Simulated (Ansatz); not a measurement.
Hg, space group I4/mmm, a test of the smearing width

Computed with Ansatz 0.2.0 through its Python package.

Contents of `hg.cif`:
```cif
data_Hg
_cell_length_a 3.273923
_cell_length_b 3.273923
_cell_length_c 3.273923
_cell_angle_alpha 110.04737
_cell_angle_beta 110.04737
_cell_angle_gamma 108.32497
_symmetry_space_group_name_H-M 'P 1'
_symmetry_Int_Tables_number 1
loop_
_symmetry_equiv_pos_as_xyz
'x, y, z'
loop_
_atom_site_label
_atom_site_type_symbol
_atom_site_fract_x
_atom_site_fract_y
_atom_site_fract_z
Hg1 Hg    0.500000    0.500000    0.000000
```

The cells in order, each with its output:

```python
import csv

import ansatz as az
from ase.io import read

atoms = read("hg.cif")
structure = az.Crystal.from_ase(atoms)

len(structure.resolved().sites)
```

    1

```python
setup = (
    structure.calculation()
    .functional("lda")
    .basis(19 * az.Ha)
    .kpoints(9, 9, 9, center="gamma")
    .stress()
)
```

```python
rows = []
for value in [0.3, 0.2, 0.1, 0.05]:
    rep = setup.occupations("methfessel_paxton", width=value).run(threads=1, pin="off").report
    rows.append((value, rep["free_energy_ev"] / len(rep["lattice"]["sites"]), rep["n_iterations"], sum(rep["stress_gpa"][i][i] for i in range(3)) / 3, rep["n_kpoints"]))
```

    

```python
with open("smear.csv", "w", newline="") as handle:
    writer = csv.writer(handle)
    writer.writerow(["width (eV)", "F/atom (eV)", "iterations", "P (GPa)", "k-points"])
    writer.writerows([round(v, 5) if isinstance(v, float) else v for v in row] for row in rows)
```

```python
# the last row is the reference
for row in rows[:-1]:
    shift = 1000 * (row[1] - rows[-1][1])
    print(f"{row[0]}: {shift:+.2f} meV/atom" + ("  (within 5 meV)" if abs(shift) < 5 else ""))
```

    0.3: -1.99 meV/atom  (within 5 meV)
    0.2: -1.08 meV/atom  (within 5 meV)
    0.1: -0.31 meV/atom  (within 5 meV)

File `smear.csv` afterwards:
```csv
width (eV),F/atom (eV),iterations,P (GPa),k-points
0.3,-13522.32679,5,-4.6883,75
0.2,-13522.32588,5,-4.70433,75
0.1,-13522.32511,5,-4.76193,75
0.05,-13522.3248,5,-4.8072,75
```

Going from 0.05 to 0.3 eV changes F by -2.0 meV an atom. This scheme is built to cancel the term in the square of the width, so the shifts stay small and are partly the mesh's error. The pressure moves from -4.81 to -4.69 GPa.

Caveats:
- The mesh is modest for a metal, so energies can be off by several to tens of meV an atom and pressures by half a GPa or more; differences at equal mesh fare better.
- The narrowest width needs the finest mesh, so the last row is no converged reference.
- Pressure is positive in compression.
- Spin-orbit coupling, which matters for elements this heavy, is left out.
- This isn't the structure that Hg takes at ambient conditions.
- Wall time of the script: 4.9 s on 1 thread of AMD EPYC 7R43 64-Core Processor (Zen 3), on a shared host, peak memory 0.44 GiB.

(Lines on the test bed's own set-up are left out of the output.)
